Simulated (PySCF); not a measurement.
# H12N4Ru ([Ru(NH3)4]3+): the cost of one run

Computed with PySCF 2.14.0 and routines of our own; the level stands in each step. Atoms count from 0.

### 1 The system as given

17 atoms, charge 3, states of the metal's open shell are computed; geometry from: model geometry, bond lengths from ionic radii.

### 2 Ligand-field states: state-averaged CASSCF

The job: settings as JSON, then the geometry in Å.

```
{"job": {"kind": "lf", "basis": {"metal": "x2c-TZVPall", "ligand": "x2c-SVPall"}, "nevpt": true}, "charge": 3, "metal": "Ru", "open_shell": "d5"}
Ru     0.000000     0.000000     0.000000
N      1.148927     1.148927     1.148927
H      0.989572     0.989572     2.143720
H      2.143720     0.989572     0.989573
H      0.989572     2.143720     0.989573
N     -1.148927    -1.148927     1.148927
H     -0.989572    -0.989572     2.143720
H     -2.143720    -0.989572     0.989573
H     -0.989572    -2.143720     0.989573
N     -1.148927     1.148927    -1.148927
H     -0.989572     0.989572    -2.143720
H     -2.143720     0.989572    -0.989573
H     -0.989572     2.143720    -0.989573
N      1.148927    -1.148927    -1.148927
H      0.989572    -0.989572    -2.143720
H      2.143720    -0.989572    -0.989573
H      0.989572    -2.143720    -0.989573
```

Level: state-averaged CASSCF of the metal d shell, SC-NEVPT2 on the averaged canonical orbitals, state-interaction spin-orbit coupling.

On the command line:

```sh
$ OMP_NUM_THREADS=1 python lf_run.py task.json out
```

This one command runs all jobs of the session in turn.

Q: Estimate the wall time and peak memory of this first job on 1 thread of Arm Neoverse V2, shared host.

About 19 s, with a peak of 0.45 GiB.
